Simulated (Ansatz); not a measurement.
# ClFGeH3Si radical: small, medium and large basis sets

An exercise on one series of results from a longer session: the logs are not shown, and one member is left open.

Program: Ansatz 0.2.0, Gaussian basis. Level of theory: one geometry, several basis sets. These are calculated values, not measurements.

Plan: PBE0-D4/def2-SVP; ωB97M-V/def2-SVP; PBE0-D4/def2-QZVPP; ωB97M-V/def2-QZVPP; the functionals' def2-TZVPP values are taken from earlier runs.

## The geometry

The geometry comes from an earlier relaxation with PBE0-D4 in a triple-zeta def2 set; it is a stationary point, not always the lowest conformer.

SMILES `F[Si](Cl)[GeH3]`, 7 atoms, charge 0, spin multiplicity 2.

Atoms are counted from 1 here; the program's logs count them from 0.

Bond lengths: F1–Si2 1.603 Å, Si2–Cl3 2.058 Å, Si2–Ge4 2.405 Å, Ge4–H5 1.534 Å, Ge4–H6 1.535 Å, Ge4–H7 1.537 Å. Angles: F1–Si2–Cl3 106.6°, F1–Si2–Ge4 108.9°, Cl3–Si2–Ge4 108.9°, Si2–Ge4–H5 107.5°, Si2–Ge4–H6 108.8°, Si2–Ge4–H7 110.5°, H5–Ge4–H6 109.8°, H5–Ge4–H7 110.1°, H6–Ge4–H7 110.1°.

The first run:

The input, in.yaml:

```yaml
crystal:
  periodic: [false, false, false]
  atoms:
    - {symbol: F, position_ang: [-0.879231, -2.020283, 1.003892]}
    - {symbol: Si, position_ang: [0.308713, -0.944602, 1.050122]}
    - {symbol: Cl, position_ang: [1.982362, -1.882642, 0.304648]}
    - {symbol: Ge, position_ang: [-0.255720, 0.900730, -0.385536]}
    - {symbol: H, position_ang: [0.918323, 1.887812, -0.350275]}
    - {symbol: H, position_ang: [-1.521612, 1.580026, 0.154761]}
    - {symbol: H, position_ang: [-0.491434, 0.410759, -1.823410]}
basis:
  gaussian: {orbitals: def2-SVP}
magnetization: {spin_polarized: true, initial_magnetization: 1}
hamiltonian: {xc: pbe0, dispersion: d4}
output: {orbitals: {seedname: orbitals}}
```

Command:

```console
> ansatz run in.yaml --threads 4 --pin off --events-out ev --progress --plain --max-ram 10444MiB
```

Steps of the session up to this table: PBE0-D4 in def2-SVP; ωB97M-V in def2-SVP; PBE0-D4 in def2-QZVPP; ωB97M-V in def2-QZVPP.

One table of the session follows, with a row left open; its other results are not shown here.

It belongs to the step «Density functionals: the series». 

| functional | basis | HOMO (eV) | LUMO (eV) |
| --- | --- | --- | --- |
| PBE0-D4 | def2-SVP | -6.28 | -2.95 |
| PBE0-D4 | def2-TZVPP | -6.37 | -2.97 |
| PBE0-D4 | def2-QZVPP | -6.40 | -3.01 |
| ωB97M-V | def2-SVP | -7.95 | -1.27 |
| ωB97M-V | def2-TZVPP | -8.06 | -1.37 |
| ωB97M-V | def2-QZVPP | ? | ? |

Q: Estimate the row for ωB97M-V, def2-QZVPP from the others.

**Answer.** HOMO (eV): -8.10; LUMO (eV): -1.44. In the column «HOMO (eV)» it is the lowest.
